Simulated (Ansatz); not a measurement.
# SbAs: stress in a strained cell

SbAs is deformed so: zz strain of -1 %. What stress and forces result, by LAPW, PAW and all-electron datasets made for the crystal?

Computed with Ansatz 0.2.0 (DFT PBEsol, scalar-relativistic, unless a step's input says otherwise).

### Step 1. The system as given

The structure is trigonal, space group R-3m (No. 166). The conventional cell has a = 4.025 Å, b = 4.025 Å, c = 10.837 Å, α = 90.00°, β = 90.00°, γ = 120.00°. Around Sb (site symmetry -3m) lie 6 As at 2.94 Å. As (site symmetry -3m) has 6 Sb at 2.94 Å as nearest neighbours.

Coordinates:

```cif
data_structure
_symmetry_space_group_name_H-M 'P 1'
_symmetry_Int_Tables_number 1
_cell_length_a 4.2954
_cell_length_b 4.2954
_cell_length_c 4.2954
_cell_angle_alpha 55.885
_cell_angle_beta 55.885
_cell_angle_gamma 55.885
_cell_volume 50.69
loop_
_atom_site_label
_atom_site_type_symbol
_atom_site_fract_x
_atom_site_fract_y
_atom_site_fract_z
_atom_site_occupancy
Sb1 Sb 0.50000 0.50000 0.50000 1
As1 As 0.00000 0.00000 0.00000 1
```

Atoms are numbered in the order of the input: Sb1, As2.

### Step 2. After the deformation

Space group R-3m before, R-3m after.

### Step 3. All-electron LAPW

Input file input.yaml:

```yaml
crystal:
  lattice:
    - [2.0127488605, 1.1620610964, 3.5762067]
    - [-2.0127488605, 1.1620610964, 3.5762067]
    - [0.0, -2.3241221929, 3.5762067]
  atoms:
    - { symbol: Sb, position: [0.5, 0.5, 0.5] }
    - { symbol: As, position: [0.0, 0.0, 0.0] }
kpoints:
  mp_grid: { grid: [11, 11, 11] }
  band_path:
    path:
      - [0.0, 0.0, 0.0]
      - [0.5, 0.5, 0.5]
      - [0.7629416355, 0.2370583645, 0.5]
      - [0.5, -0.2370583644, 0.2370583645]
      - [0.5, 0.0, 0.0]
      - [0.0, 0.0, 0.0]
      - [0.3685291822, -0.3685291822, 0.0]
      - [0.6314708178, 0.0, 0.3685291822]
      - [0.5, 0.0, 0.5]
    npoints: 5
scf:
  occupations: { method: fermi_dirac, width: 0.05 }
hamiltonian:
  xc: pbesol
  pseudopotentials: { kind: all_electron, lapw: { basis_error: 0.001 } }
output:
  forces: true
  stress: true
  eigenvalues: true
```

The run is started by

```bash
$ ansatz run input.yaml --threads 1 --pin off --max-ram 3072MiB --backend cpu --events-out ev --progress --plain --runs-dir out
```

### Step 4. Frozen-core PAW

Input file input.yaml:

```yaml
crystal:
  lattice:
    - [2.0127488605, 1.1620610964, 3.5762067]
    - [-2.0127488605, 1.1620610964, 3.5762067]
    - [0.0, -2.3241221929, 3.5762067]
  atoms:
    - { symbol: Sb, position: [0.5, 0.5, 0.5] }
    - { symbol: As, position: [0.0, 0.0, 0.0] }
kpoints:
  mp_grid: { grid: [11, 11, 11] }
scf:
  occupations: { method: fermi_dirac, width: 0.05 }
hamiltonian:
  xc: pbesol
  pseudopotentials: { kind: paw }
output:
  forces: true
  stress: true
  eigenvalues: true
  efg: { contact_densities: true }
  write_density: true
  write_potential: true
  elf: true
  volumetric_format: npy
```

### Step 5. Datasets made for this crystal

Edit input.yaml of step 4 so:

```diff
@@ -14,3 +14,3 @@
   xc: pbesol
-  pseudopotentials: { kind: paw }
+  pseudopotentials: { kind: all_electron, datasets: crystal }
 output:
@@ -20,5 +20 @@
   efg: { contact_densities: true }
-  write_density: true
-  write_potential: true
-  elf: true
-  volumetric_format: npy
```

(Steps that only read results are left out.)

Before running it: what results should come out? Wanted: pressure; largest shear or deviatoric stress.

As calculated:

| quantity | value |
| --- | --- |
| pressure | LAPW -3.41, PAW -3.42, crystal datasets -3.42 GPa |
| largest shear or deviatoric stress (LAPW) | 2.37 GPa |

The largest part of the stress beyond the pressure is 2.37 GPa in size, in the zz component; the atoms are carried along and not relaxed. No run of the undeformed cell stands beside it, so the pressure holds what the given cell had before the change. PAW: stress within 0.02 GPa of LAPW. Crystal datasets: stress within 0.01 GPa of LAPW. Spin-orbit coupling is left out, though the cell holds Sb; in elements this heavy it can shift bands and gaps by tenths of an eV.
